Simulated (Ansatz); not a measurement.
# Si3Ge: the band gap up the ladder of functionals

An exercise on one series of results from a longer session: the logs are not shown, and one member is left open.

Code: Ansatz 0.2.0. PAW datasets, plane waves. Values at 0 K without nuclear motion; spin polarisation is off, and the phase may be a hypothetical one.

**The system as given**

The cell was relaxed beforehand with r2SCAN.

It is tetragonal, P-4m2 (No. 115); conventional cell a = 3.888 Å, c = 5.484 Å, 20.72 Å³ an atom. Near Si stand 2 Si at 2.36 Å and 2 Ge at 2.39 Å; near Si stand 4 Si at 2.36 Å; near Ge stand 4 Si at 2.39 Å.

Coordinates:

```xyz
4
Lattice="3.8881 0.0000 0.0000 0.0000 3.8881 0.0000 0.0000 0.0000 5.4837" Properties=species:S:1:pos:R:3 pbc="T T T"
Si    1.9440    0.0000    4.1395
Si    1.9440    1.9440    0.0000
Si    0.0000    1.9440    1.3442
Ge    0.0000    0.0000    2.7418
```

Set-up of the first run:

Input file input.yaml:

```yaml
crystal:
  lattice:
    - [3.8880966146, 0.0, 0.0]
    - [0.0, 3.8880966146, 0.0]
    - [0.0, 0.0, 5.4836776114]
  atoms:
    - { symbol: Si, position: [0.5, 0.0, 0.7548774919] }
    - { symbol: Si, position: [0.5, 0.5, 0.0] }
    - { symbol: Si, position: [0.0, 0.5, 0.2451225081] }
    - { symbol: Ge, position: [0.0, 0.0, 0.5] }
kpoints:
  mp_grid: { grid: [6, 6, 6] }
  band_path:
    path:
      - [[0.0, 0.0, 0.0], [-9.284221698502e-52, 0.5, -5.216977649933e-34], [0.5, 0.5, -5.801555566207e-19], [0.0, 0.0, 0.0], [2.129948843319e-36, 2.351102121661e-50, 0.5], [-2.852217822647e-35, 0.5, 0.5], [0.5, 0.5, 0.5], [2.129948843319e-36, 2.351102121661e-50, 0.5]]
      - [[-9.284221698502e-52, 0.5, -5.216977649933e-34], [-2.852217822647e-35, 0.5, 0.5]]
      - [[0.5, 0.5, -5.801555566207e-19], [0.5, 0.5, 0.5]]
    npoints: 10
hamiltonian:
  xc: pbe
scf:
  occupations: { method: fermi_dirac, width: 0.02 }
  n_extra_bands: 5
output:
  forces: true
  stress: true
  eigenvalues: true
  write_density: true
  write_potential: true
  elf: true
  volumetric_format: npy
```

Launch:

```console
$ ansatz run input.yaml --threads 2 --pin off --max-ram 2211MiB --backend cpu --events-out ev --progress --plain --runs-dir out
```

Steps of the session up to this table: Band structure with PBE; r2SCAN at the same geometry; HSE06 at the same geometry; PBE+SOC at the same geometry; Quasiparticle levels, G0W0@PBE; Single point with PBE0.

One table of the session follows, with a row left open; its other results are not shown here.

```
                     level  gap (eV)
                       PBE      0.38
                    r2SCAN      0.57
                     HSE06         ?
                   PBE+SOC      0.34
G0W0@PBE (247 empty bands)      0.82
                      PBE0      1.58
```

Estimate the missing values for HSE06.

As computed: gap (eV): 0.95. In the column «gap (eV)» it lies between G0W0@PBE (247 empty bands) (0.82) and PBE0 (1.58).

Meshes: PBE 6×6×6, r2SCAN 6×6×6, HSE06 4×4×4, PBE+SOC 6×6×6, PBE0 4×4×4

PBE+SOC gives the least gap, 0.34 eV, and PBE0 the largest, 1.58 eV. PBE reaches 46 % of the G0W0@PBE value, and r2SCAN 69 %. PBE0 lies 0.63 eV above HSE06, which differs from it by screening the long-range exchange. No extrapolation in bands, cutoff or mesh was made for G0W0.

To keep in mind: Warnings in the runs' records: stress scf threshold loose, stress exchange threshold loose.
